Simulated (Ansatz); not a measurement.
# CH₂BClO, SMILES O=CBCl: a rigid torsion scan

Run with Ansatz's Python interface.

Script `torsion_ch2bclo.py`:
```python
"""Energy of CH2BClO as one group turns about a bond."""

from dataclasses import dataclass

import ansatz as az
from ase import Atoms


@dataclass(frozen=True)
class Options:
    basis_set: str = "def2-SVP"
    functional: str = "HF"
    fmax: float = 0.02


settings = Options()


def main() -> None:
    atoms = Atoms(["O", "C", "B", "Cl", "H", "H"], positions=[
        [0.0835, 1.7422, 0.424],
        [0.0039, 0.7862, -0.2891],
        [-0.0511, -0.6257, 0.3548],
        [0.0142, -2.1251, -0.6936],
        [0.0032, 0.8799, -1.386],
        [-0.0116, -0.7215, 1.5438],
    ])

    # start the scan from a relaxed geometry
    first = az.Crystal.molecule_from_ase(atoms).calculation()
    first = first.basis(gaussian=settings.basis_set)
    first = first.functional(settings.functional)
    first = first.relax(force_tolerance=settings.fmax, max_steps=80)
    atoms.positions = first.run().report["positions_ang"]

    start = atoms.get_dihedral(3, 2, 1, 0)
    energies = {}
    for turn in range(0, 360, 40):
        turned = atoms.copy()
        turned.set_dihedral(3, 2, 1, 0, start + turn, indices=[0, 1, 4])
        base = (
            az.Crystal.molecule_from_ase(turned).calculation()
            .basis(gaussian=settings.basis_set)
            .functional(settings.functional)
        )
        energies[round((start + turn) % 360)] = base.run().report["free_energy_ev"]
    floor = min(energies.values())
    print("dihedral Cl3-B2-C1-O0 (deg)   E - E(min) (eV)")
    for angle, e in sorted(energies.items()):
        print(f"{angle:8d} {(e - floor):14.3f}  " + "#" * int(30 * (e - floor) / max(max(energies.values()) - floor, 1e-9)))


if __name__ == "__main__":
    main()
```

`python torsion_ch2bclo.py` gives:
```text
dihedral Cl3-B2-C1-O0 (deg)   E - E(min) (eV)
      18          0.071  ##############################
      58          0.048  ####################
      98          0.017  #######
     138          0.003  #
     178          0.000
     218          0.003  #
     258          0.015  ######
     298          0.044  ##################
     338          0.069  #############################
```

What to keep in mind:
- The settings weren't tested for convergence.
- The scan is rigid and the energies are electronic, in a modest basis. With rigid groups the curve can differ much from the relaxed path, the start wasn't checked as a minimum of this torsion, and equivalent turns needn't return to the same energy.
- Run time: 13 s on 1 thread of Arm Neoverse V2, on a shared host, peak memory 0.22 GiB.

(Lines on the test bed's own set-up are left out of the output.)
